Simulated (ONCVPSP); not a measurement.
# Pseudopotential generation for O: ONCV, PBE

Aim: build the potential from the settings below, then test how well it stands in for the atom: other configurations, scattering, ghost states and the plane-wave cutoff that it needs.

Method: ONCVPSP 4.0.1, PBE, scalar-relativistic.

### Step 1. Starting point

The settings as typed:

* element: oxygen (O, Z = 8)
* type: optimised norm-conserving Vanderbilt (ONCV)
* frozen core: [He]
* valence charge: 6
* reference configuration: 2s2 2p4
* partial waves: 2s: rc 0.80 bohr, ncon 4, nbas 8, qcut 9 1/bohr, local; 2p: rc 1.38 bohr, ncon 4, nbas 7, qcut 6.8 1/bohr, 3 projectors, debl 3.9 Ha; d scattering state at 0.1 Ha: rc 0.80 bohr, ncon 3, nbas 7, qcut 13.5 1/bohr, 1 projector
* local potential: the s channel
* core correction: not asked for

The nodes and maxima of the atom's own shells, from an earlier all-electron run, set the scale for the radii.

All-electron outer shells of the reference configuration (PBE, scalar-relativistic, ld1.x):

| shell | level (eV) | outermost node (bohr) | outermost maximum (bohr) |
| --- | --- | --- | --- |
| 1s | -514.70 | – | 0.13 |
| 2s | -23.96 | 0.28 | 0.87 |
| 2p | -9.03 | – | 0.82 |

### Step 2. Generating the potential

The input, O.dat:

```
# ATOM AND REFERENCE CONFIGURATION
# atsym  z   nc   nv     iexc    psfile
  O 8.00    1    2        4      upf
#
#   n    l    f
    1    0    2.00
    2    0    2.00
    2    1    4.00
#
# PSEUDOPOTENTIAL AND OPTIMIZATION
# lmax
    2
#
#   l,   rc,      ep,       ncon, nbas, qcut
    0    0.80    0.00    4    8    9.00
    1    1.38    0.00    4    7    6.80
    2    0.80    0.10    3    7   13.50
#
# LOCAL POTENTIAL
# lloc, lpopt,  rc(5),   dvloc0
    0    5    0.80    0.00
#
# VANDERBILT-KLEINMAN-BYLANDER PROJECTORs
# l, nproj, debl
    0    0    3.20
    1    3    3.90
    2    1    0.60
#
# MODEL CORE CHARGE
# icmod, fcfact, rcfact
    0    0.00    0.00
#
# LOG DERIVATIVE ANALYSIS
# epsh1, epsh2, depsh
   -2.00    5.00    0.02
#
# OUTPUT GRID
# rlmax, drl
    6.00    0.01
#
# TEST CONFIGURATIONS
# ncnf
    4
# nvcnf
#   n    l    f
    2
    2    0    2.00
    2    1    3.00
#
    2
    2    0    2.00
    2    1    2.00
#
    2
    2    0    2.00
    2    1    1.00
#
    2
    2    0    1.00
    2    1    4.00
#
```

Run with:

```bash
$ oncvpsp.x < O.dat > O.out
```

**Question.** What will these runs give? Wanted: cutoffs for 1 and 0.1 mHa per electron, occupied waves; bound ghosts; GHOST(+) flags; largest test error; largest phase difference near zero energy, channels read.

The runs gave:

| quantity | value |
| --- | --- |
| cutoffs for 1 and 0.1 mHa per electron, occupied waves | 40 Ha and 148 Ha |
| bound ghosts | none found |
| GHOST(+) flags | none at low energy |
| largest test error (AE − PS) | +996 meV, for 2s2 2p1 |
| largest phase difference near zero energy, channels read | 0.001 rad |

The worst unpolarised test, 2s2 2p1, is off by 996 meV on 103.9 eV; by total energies transferability rates as poor. That test lies far up in energy; among those under 40 eV, nearer to bonding, the largest error is 37 meV. The potential is hard: the looser tolerance needs 40 Ha. The tighter tolerance needs 148 Ha, and converged work needs a cutoff nearer that. No bound ghost shows below the valence levels. Near zero energy the phases of the channels with partial waves agree within 0.001 rad. All of this concerns the isolated atom, not yet a solid.
